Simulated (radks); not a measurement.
**Ionisation of Rb³¹⁺: one atom, several choices of functional**

An exercise on one series of results from a longer session: the logs are not shown, and one member is left open.

Program: radks (a radial shooting solver on a logarithmic mesh, Libxc functionals) version 1. Level of theory: scalar-relativistic Kohn-Sham, spin-polarised, spherical densities, finite nucleus; open shells are filled with parallel spins first. These are calculated values, not measurements, unless marked.

### The atom as given

| Quantity | Value |
| --- | --- |
| element | rubidium (Z = 37) |
| charge | +31 |
| electrons | 6 |
| configuration | [He] 2s2 2p2 |
| ion | Rb³²⁺, [He] 2s2 2p1 |
| choices | SCAN; exchange-only PBE; HCTH/407; MS2 meta-GGA; RPBE; SOGGA; exchange-only LDA |

Outer shells as boxes (Hund's rule):

Rb³¹⁺
```
[He] core
2s [↑↓]
2p [↑ ][↑ ][  ]
```

Rb³²⁺
```
[He] core
2s [↑↓]
2p [↑ ][  ][  ]
```

Set-up of the first run:

Input:

```text
Z 37
configuration [He] 2s2 2p2
relativity scalar-relativistic
functional scan,scan
spin polarised
nucleus finite rms 4.2036 fm
c 137.035999084
```

Among the steps run: SCAN: Rb³¹⁺.

One table of the session follows, with a row left open; its other results are not shown here.

It belongs to the step «SCAN: Rb³¹⁺». Radial moments (bohr):

| level | <r> | outermost maximum (interpolated) | 90 % within |
| --- | --- | --- | --- |
| 1s up | ? | ? | ? |
| 1s down | 0.04009 | 0.0262 | 0.0716 |
| 2s up | 0.1675 | 0.144 | 0.256 |
| 2s down | 0.1684 | 0.145 | 0.258 |
| 2p up | 0.1440 | 0.114 | 0.232 |
| 2p down | 0.1450 | 0.114 | 0.234 |

Estimate the missing values for 1s up.

**Answer.** <r>: 0.04016; outermost maximum (interpolated): 0.0263; 90 % within: 0.0718. In the column «<r>» it lies between 1s down (0.04009) and 2p up (0.1440).

Caveats from the session: Open shells are spherical and high-spin; term and fine-structure splittings are not resolved.
